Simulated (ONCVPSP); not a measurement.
**Pm: generating and testing an ONCV potential**

Do these settings give a usable potential? It is generated, then checked for transferability, scattering, ghosts and hardness.

Program: ONCVPSP 4.0.1.1 (patched build). Reference atom: LDA (Perdew-Wang 92), scalar-relativistic, spherical and spin-unpolarised. All values are calculated.

## (1) Starting point

Typed settings, in words:

| Quantity | Value |
| --- | --- |
| element | promethium (Pm, Z = 61) |
| type | optimised norm-conserving Vanderbilt (ONCV) |
| frozen core | [Kr] |
| valence charge | 25 |
| reference configuration | 4d10 4f4 5s2 5p6 (charge +3) |
| partial waves | 5s: rc 2.20 bohr, ncon 3, nbas 7, qcut 5.9 1/bohr, 3 projectors, debl 2.7 Ha; 5p: rc 2.10 bohr, ncon 4, nbas 9, qcut 6.5 1/bohr, 3 projectors, debl 2.5 Ha; 4d: rc 0.95 bohr, ncon 5, nbas 9, qcut 16.6 1/bohr, 1 projector; 4f: rc 1.00 bohr, ncon 3, nbas 8, qcut 17.3 1/bohr, 1 projector |
| local potential | polynomial inside 0.70 bohr (lpopt 5, dvloc0 2 Ha) |
| core correction | Teter function, fcfact 4.5, rcfact 1.25 |

## (2) Generation

Contents of Pm.dat:

```
# ATOM AND REFERENCE CONFIGURATION
# atsym  z   nc   nv     iexc    psfile
  Pm 61.00    8    4  -001012      upf
#
#   n    l    f
    1    0    2.00
    2    0    2.00
    2    1    6.00
    3    0    2.00
    3    1    6.00
    3    2   10.00
    4    0    2.00
    4    1    6.00
    4    2   10.00
    4    3    4.00
    5    0    2.00
    5    1    6.00
#
# PSEUDOPOTENTIAL AND OPTIMIZATION
# lmax
    3
#
#   l,   rc,      ep,       ncon, nbas, qcut
    0    2.20    0.00    3    7    5.90
    1    2.10    0.00    4    9    6.50
    2    0.95    0.00    5    9   16.60
    3    1.00    0.00    3    8   17.30
#
# LOCAL POTENTIAL
# lloc, lpopt,  rc(5),   dvloc0
    4    5    0.70    2.00
#
# VANDERBILT-KLEINMAN-BYLANDER PROJECTORs
# l, nproj, debl
    0    3    2.70
    1    3    2.50
    2    1    2.70
    3    1    1.70
#
# MODEL CORE CHARGE
# icmod, fcfact, rcfact
    3    4.50    1.25
#
# LOG DERIVATIVE ANALYSIS
# epsh1, epsh2, depsh
   -7.00    5.00    0.04
#
# OUTPUT GRID
# rlmax, drl
    6.00    0.01
#
# TEST CONFIGURATIONS
# ncnf
    4
# nvcnf
#   n    l    f
    5
    4    2   10.00
    4    3    5.00
    5    0    2.00
    5    1    6.00
    6    0    2.00
#
    5
    4    2   10.00
    4    3    5.00
    5    0    2.00
    5    1    6.00
    6    0    1.00
#
    4
    4    2   10.00
    4    3    5.00
    5    0    2.00
    5    1    6.00
#
    5
    4    2   10.00
    4    3    5.00
    5    0    2.00
    5    1    6.00
    6    1    1.00
#
```

The run is started by

```sh
oncvpsp.x < Pm.dat > Pm.out
```

What does the calculation give? Wanted: cutoffs for 1 and 0.1 mHa per electron, occupied waves; bound ghosts; GHOST(+) flags; largest test error; largest phase difference near zero energy, channels read; rms error of d²Exc/dn², without and with the model core; projector energies reset by the program.

**Answer**, as computed:

```
                                                quantity                              value
  cutoffs for 1 and 0.1 mHa per electron, occupied waves                  120 Ha and 132 Ha
                                            bound ghosts   s at -546.62 eV, p at -118.17 eV
                                          GHOST(+) flags                        s at 217 eV
                            largest test error (AE − PS)  -39 meV, for 4d10 4f5 5s2 5p6 6s1
largest phase difference near zero energy, channels read                          0.006 rad
 rms error of d²Exc/dn², without and with the model core                  6.82 and 4.18 mHa
                 projector energies reset by the program         s: -2.555, 0.050, 2.750 Ha
```

In words: A bound ghost (s, p) makes it unfit for use: electrons can fall into a state that the atom doesn't have. By total energies transferability is fair: the largest error is 39 meV on 34.6 eV, for 4d10 4f5 5s2 5p6 6s1. The potential is very hard: the looser tolerance needs 120 Ha. At the looser tolerance the 4f wave is the slowest; 4d needs 94 Ha. Near zero energy the phases of the channels with partial waves agree within 0.006 rad. The pseudo curves have a pole with no partner nearby in the atom's: p at -4.32 Ha. The program also flags highly localised states, GHOST(+) (s). All of this concerns the isolated atom, not yet a solid.
